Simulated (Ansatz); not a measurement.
# CBF2N: one species, many methods

How much do the methods differ for CBF2N? The plan is to run it at one geometry with functionals of several rungs and with coupled cluster. The yardstick is the atomisation energy at the CCSD(T) limit.

Method: functionals in def2-TZVPP, the program's frozen cores in correlated methods; program: Ansatz 0.2.0, Gaussian basis.

Plan: LDA (SPW92), PBE-D4, revPBE-D4, BLYP-D4, r2SCAN-D4, B97M-V, PBE0-D4, B3LYP-D4, r2SCANh-D4, r2SCAN0-D4, HSE06-D4, BHLYP-D4, CAM-B3LYP-D4, LC-ωPBE, ωB97X-V, ωB97M-V, B2PLYP, PBE-QIDH; CCSD(T)/def2-SVP; CCSD(T)/def2-TZVPP; MP2/def2-QZVPP; extrapolation to the limit; RPA on PBE.

### 1 The relaxed structure

An earlier PBE0-D4 in a triple-zeta def2 set relaxation fixed the geometry.

SMILES `N#CB(F)F`, 5 atoms, charge 0, spin multiplicity 1.

Atoms are counted from 1 here; the program's logs count them from 0.

Bond lengths: N1–C2 1.150 Å, C2–B3 1.543 Å, B3–F4 1.306 Å, B3–F5 1.306 Å. Angles: N1–C2–B3 180.0°, C2–B3–F4 119.9°, C2–B3–F5 119.9°, F4–B3–F5 120.2°.

### 2 LDA

This LDA is Slater exchange with PW92 correlation.

File in.yaml:

```yaml
crystal:
  periodic: [false, false, false]
  atoms:
    - {symbol: N, position_ang: [-0.715064, 1.789656, 0.801034]}
    - {symbol: C, position_ang: [-0.319401, 0.804809, 0.359274]}
    - {symbol: B, position_ang: [0.211976, -0.517356, -0.233753]}
    - {symbol: F, position_ang: [1.451153, -0.872809, -0.026162]}
    - {symbol: F, position_ang: [-0.578663, -1.277901, -0.941894]}
basis:
  gaussian: {orbitals: def2-TZVPP}
hamiltonian: {xc: lda}
output: {orbitals: {seedname: orbitals}}
```

The runs that follow: PBE-D4 (GGA); revPBE-D4 (GGA); BLYP-D4 (GGA); r2SCAN-D4 (meta-GGA); B97M-V (meta-GGA); PBE0-D4 (hybrid); B3LYP-D4 (hybrid); r2SCANh-D4 (hybrid); r2SCAN0-D4 (hybrid); HSE06-D4 (hybrid); BHLYP-D4 (hybrid); CAM-B3LYP-D4 (range-separated); LC-ωPBE-D4 (range-separated); ωB97X-V (range-separated); ωB97M-V (range-separated); B2PLYP (double hybrid); PBE-QIDH (double hybrid); CCSD(T) in def2-SVP; CCSD(T) in def2-TZVPP; MP2 in def2-QZVPP; RPA on PBE orbitals.

Before running them: what should the planned runs give, taken together? Wanted: atomisation energy, CCSD(T)/CBS; farthest beyond LDA; mean size of error, GGA; mean size of error, meta-GGA; mean size of error, hybrid; mean size of error, range-separated; mean size of error, double hybrid; gap, smallest and largest; T1 diagnostic.

As calculated:

```
                               quantity                                      value
        atomisation energy, CCSD(T)/CBS                              2559.7 kJ/mol
 functionals within 12.8 kJ/mol (0.5 %)        B3LYP-D4, ωB97X-V, B2PLYP, PBE-QIDH
                    farthest beyond LDA                     PBE-D4 (+132.9 kJ/mol)
                mean size of error, GGA                                75.8 kJ/mol
           mean size of error, meta-GGA                                18.4 kJ/mol
             mean size of error, hybrid                                45.8 kJ/mol
    mean size of error, range-separated                                21.6 kJ/mol
      mean size of error, double hybrid                                 7.8 kJ/mol
              gap, smallest and largest  5.76 eV (LDA (SPW92)), 13.80 eV (LC-ωPBE)
                          T1 diagnostic                                     0.0143
triples share of the correlation energy                                      3.8 %
```

**Reading.** LDA overbinds by 460.9 kJ/mol (18 %). PBE-D4 misses by +132.9 kJ/mol. Double hybrids carry the basis error of their MP2 part in triple zeta, and no dispersion term here, so their miss is partly the set-up's. Taken by rung, double hybrid functionals do best (7.8 kJ/mol on average) and GGA ones worst beyond LDA (75.8 kJ/mol). RPA and LDA stand outside this count. Misses under about 12.8 kJ/mol are within the doubt on the reference itself, which lacks core-valence correlation, relativity and higher excitations. Hartree-Fock recovers 71 % of the binding; the rest is correlation. CCSD(T) in def2-SVP is off by -104.6 kJ/mol, so the small basis spoils what the method gains. Orbital gaps span 5.8 to 13.8 eV; exact exchange widens them.
